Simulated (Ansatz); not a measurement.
# CHClGaN (SMILES N#[C][GaH][Cl]): one structure at several levels

The atoms stand at a structure displaced at random from a GFN2-xTB minimum. How far do the functionals agree with CCSD(T) there?

Program: Ansatz 0.2.0, Gaussian basis. Level of theory: single points in def2-TZVPP. These are calculated values, not measurements.

Correlated methods freeze the cores. Filled d shells of the heavier atoms are correlated.

## (1) Where the work starts

5 atoms, charge 0, spin multiplicity 1.

Atoms are counted from 1 here; the program's logs count them from 0.

Bond lengths: N1–C2 1.378 Å, C2–Ga3 2.013 Å, Ga3–Cl4 2.118 Å, Ga3–H5 1.723 Å. Angles: N1–C2–Ga3 172.3°, C2–Ga3–Cl4 116.8°, C2–Ga3–H5 111.4°, Cl4–Ga3–H5 131.8°.

Geometry (Å):

```
atom    x (Å)    y (Å)    z (Å)
  N1   1.3179  -1.6218   1.5817
  C2   0.6563  -0.6761   0.8289
 Ga3  -0.3167   0.5204  -0.4656
 Cl4  -1.9863  -0.3138  -1.4677
  H5   0.4372   2.0658  -0.5815
```

## (2) CCSD(T)/def2-TZVPP

The input, run/in.yaml:

```yaml
crystal:
  periodic: [false, false, false]
  atoms:
    - {symbol: N, position_ang: [1.317900, -1.621800, 1.581700]}
    - {symbol: C, position_ang: [0.656300, -0.676100, 0.828900]}
    - {symbol: Ga, position_ang: [-0.316700, 0.520400, -0.465600]}
    - {symbol: Cl, position_ang: [-1.986300, -0.313800, -1.467700]}
    - {symbol: H, position_ang: [0.437200, 2.065800, -0.581500]}
basis:
  gaussian: {orbitals: def2-TZVPP}
correlation: {method: ccsd_t}
output: {forces: true}
```

The command line of these runs was not kept.

## (3) PBE0-D4/def2-TZVPP

run/in.yaml: that of step 2 with these lines changed.

```diff
@@ -10,3 +10,3 @@
   gaussian: {orbitals: def2-TZVPP}
-correlation: {method: ccsd_t}
-output: {forces: true}
+hamiltonian: {xc: pbe0, dispersion: d4}
+output: {forces: true, orbitals: {seedname: orbitals}}
```

## (4) wB97M-V/def2-TZVPP

run/in.yaml: that of step 3 with these lines changed.

```diff
@@ -10,3 +10,3 @@
   gaussian: {orbitals: def2-TZVPP}
-hamiltonian: {xc: pbe0, dispersion: d4}
-output: {forces: true, orbitals: {seedname: orbitals}}
+hamiltonian: {xc: {name: wB97M-V}}
+output: {forces: true}
```

## (5) r2SCAN-D4/def2-TZVPP

run/in.yaml: that of step 4 with these lines changed.

```diff
@@ -10,3 +10,3 @@
   gaussian: {orbitals: def2-TZVPP}
-hamiltonian: {xc: {name: wB97M-V}}
+hamiltonian: {xc: r2scan, dispersion: d4}
 output: {forces: true}
```

## (6) PBE-D4/def2-TZVPP

run/in.yaml: that of step 5 with these lines changed.

```diff
@@ -10,3 +10,3 @@
   gaussian: {orbitals: def2-TZVPP}
-hamiltonian: {xc: r2scan, dispersion: d4}
+hamiltonian: {xc: pbe, dispersion: d4}
 output: {forces: true}
```

## (7) BHLYP-D4/def2-TZVPP

run/in.yaml: that of step 6 with these lines changed.

```diff
@@ -10,3 +10,3 @@
   gaussian: {orbitals: def2-TZVPP}
-hamiltonian: {xc: pbe, dispersion: d4}
+hamiltonian: {xc: {name: BHLYP}, dispersion: d4}
 output: {forces: true}
```

## (8) LC-wPBE/def2-TZVPP

run/in.yaml: that of step 7 with these lines changed.

```diff
@@ -10,3 +10,3 @@
   gaussian: {orbitals: def2-TZVPP}
-hamiltonian: {xc: {name: BHLYP}, dispersion: d4}
+hamiltonian: {xc: {name: LC-wPBE}}
 output: {forces: true}
```

(Steps that only read results are left out.)

Before running it: what results should come out? Wanted: energy less free atoms, CCSD(T)/def2-TZVPP; RMS force component; RMS force error; HOMO and LUMO, PBE0-D4; T1 diagnostic.

As calculated:

| quantity | value |
| --- | --- |
| energy less free atoms, CCSD(T)/def2-TZVPP | -377.4 kcal/mol |
| RMS force component | 4.204 to 5.493 eV/Å over the methods |
| RMS force error | PBE0-D4 0.744, wB97M-V 0.903, r2SCAN-D4 0.436, PBE-D4 0.154, BHLYP-D4 1.302, LC-wPBE 1.169 eV/Å |
| HOMO and LUMO, PBE0-D4 | -8.84 and -3.00 eV |
| T1 diagnostic | 0.018 |

What this shows: Against CCSD(T) the functionals' energies less atoms differ by -25.5 to +31.2 kcal/mol, PBE-D4 by -25.5 kcal/mol. The reference is not at the basis limit: in triple zeta CCSD(T) underbinds, which counts against methods that bind more; the gaps are no ranking. For forces PBE-D4 does best and BHLYP-D4 worst. Frozen-core CCSD(T) forces in triple zeta carry basis errors of their own, and this is one geometry, so small gaps rank nothing. The restricted Hartree–Fock reference is unstable towards an unrestricted one at one or more of these structures.
